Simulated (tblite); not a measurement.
# C2H10Ge2OSe: the cost of one run

Computed with tblite 0.8.0 and PySCF 2.14.0, with density-fitted response routines of our own, on a single molecule in the gas phase. Atoms are numbered from 0 throughout.

### Step 1. The starting structure

16 atoms, charge 0, multiplicity 1; geometry from: force field or distance geometry start.

Bonds of the start (Å): C0–O1 1.41, O1–C2 1.41, C2–Ge3 1.94, Ge3–Se4 2.35, Se4–Ge5 2.36, C0–H6 1.12, C0–H7 1.12, C0–H8 1.11, C2–H9 1.11, C2–H10 1.12, Ge3–H11 1.56, Ge3–H12 1.56, Ge5–H13 1.55, Ge5–H14 1.55, Ge5–H15 1.55.

### Step 2. Relaxing the molecule with GFN2-xTB

Job settings and geometry (Å):

```
{"job": {"kind": "relax", "xc": "GFN2-xTB", "basis": "xTB"}, "charge": 0, "multiplicity": 1}
C      2.275800     1.218600    -0.785600
O      1.577500     0.011300    -0.589700
C      0.828400     0.094600     0.605000
Ge    -0.165800    -1.554000     0.832500
Se    -1.376300    -2.071000    -1.109500
Ge    -2.727800    -0.158700    -0.832300
H      1.556400     2.067700    -0.934300
H      2.969200     1.444700     0.060300
H      2.880100     1.129600    -1.707200
H      1.469900     0.235300     1.494900
H      0.076000     0.924800     0.539800
H     -1.143100    -1.421300     2.039500
H      0.832800    -2.706400     1.137400
H     -3.263300    -0.119800     0.618300
H     -3.912100    -0.202400    -1.824000
H     -1.885300     1.115900    -1.093700
```

On the command line:

```bash
$ OMP_NUM_THREADS=1 python probes_run.py task.json out
```

This one command runs all jobs of the session in turn.

Q: Estimate the wall time and peak memory of this first job on 1 thread of Arm Neoverse V1, shared host.

About 1.6 s, with a peak of 0.18 GiB.
